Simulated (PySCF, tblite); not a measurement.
# C6H9FO3: geometry, infrared bands and NMR shifts

What infrared bands and NMR shifts should C6H9FO3 (`CO/C(C)=C(\OC)C(=O)F`) show?

Programs: tblite 0.8.0 and PySCF 2.14.0, with density-fitted response routines of our own. Each step states its level of theory. These are calculated values for one molecule in the gas phase, unless marked as measured. Atoms count from 0, in the outputs and in this text.

**1. The starting structure**

19 atoms, charge 0, multiplicity 1; geometry from: force field or distance geometry start.

Bonds of the start (Å): C0–O1 1.43, O1–C2 1.37, C2–C3 1.50, C2–C4 1.35, C4–O5 1.40, O5–C6 1.42, C4–C7 1.50, C7–O8 1.21, C7–F9 1.35, C0–H10 1.09, C0–H11 1.10, C0–H12 1.09, C3–H13 1.09, C3–H14 1.10, C3–H15 1.11, C6–H16 1.09, C6–H17 1.09, C6–H18 1.10.

**2. Optimising the geometry with GFN2-xTB**

Job settings and geometry (Å):

```
{"job": {"kind": "relax", "xc": "GFN2-xTB", "basis": "xTB"}, "charge": 0, "multiplicity": 1}
C      2.349000    -0.949600    -0.117700
O      1.153200    -0.832400     0.665900
C      0.452700     0.303600     0.336800
C      0.940000     1.574200     0.976300
C     -0.664700     0.194500    -0.420600
O     -1.037700    -1.040800    -0.953800
C     -2.071100    -1.615000    -0.166600
C     -1.470000     1.385100    -0.838300
O     -1.257500     2.544200    -0.557000
F     -2.554200     1.128500    -1.602400
H      2.840800    -1.880400     0.155100
H      2.091400    -0.993700    -1.181900
H      3.021500    -0.115500     0.091900
H      1.435600     2.211100     0.247000
H      0.126700     2.124600     1.474700
H      1.669200     1.337000     1.780000
H     -2.316700    -2.590000    -0.589900
H     -2.976400    -1.005000    -0.182600
H     -1.741800    -1.771300     0.875700
```

The run is started by

```bash
> OMP_NUM_THREADS=1 python probes_run.py task.json out
```

The driver reads the jobs from task.json and runs them one after another.

**Question.** This job is followed by: GFN2-xTB harmonic vibrations, gas phase; GIAO PBE0/pcSseg-1 NMR shielding, non-relativistic, gas phase. Predict these results of the whole session: strongest single infrared mode (GFN2-xTB); zero-point energy (GFN2-xTB); ¹³C shifts against TMS (PBE0/pcSseg-1); ¹H shifts against TMS (PBE0/pcSseg-1, means over atoms taken as alike); ¹⁷O shifts against H2O (PBE0/pcSseg-1); ¹⁹F shifts against CFCl3 (PBE0/pcSseg-1); surface potential, 1st and 99th percentile.

As calculated:

```
                                                              quantity                                      value
                             strongest single infrared mode (GFN2-xTB)                      1786 cm⁻¹, 492 km/mol
                                          zero-point energy (GFN2-xTB)                              89.6 kcal/mol
                                ¹³C shifts against TMS (PBE0/pcSseg-1)  177.9, 167.2, 132.3, 61.3, 55.6, 14.0 ppm
¹H shifts against TMS (PBE0/pcSseg-1, means over atoms taken as alike)                       3.94, 3.60, 2.75 ppm
                                ¹⁷O shifts against H2O (PBE0/pcSseg-1)                     400.1, 147.0, 50.8 ppm
                              ¹⁹F shifts against CFCl3 (PBE0/pcSseg-1)                                   22.4 ppm
                                 surface potential, 1st and 99th percentile                         -1.64 V and 1.42 V
```

The optimisation took 141 steps and gained 0.406 eV; among the close pairs (by a distance rule), C4–C7 changed most, from 1.497 to 1.446 Å. All 51 modes are real, so the xTB geometry is a minimum. The strongest single mode, at 1786 cm⁻¹, moves mainly C7 and O8. Unscaled tight-binding wavenumbers are off by several per cent, some by more. Its intensities can rank the bands wrongly. At PBE0/pcSseg-1: The largest span, 506 ppm, is at O8, where the paramagnetic term is -469 ppm. By nearest atom (PBE0/pcSseg-1), the HOMO sits on C4 33 %; O1 16 % and the LUMO on C2 31 %; C7 22 %.
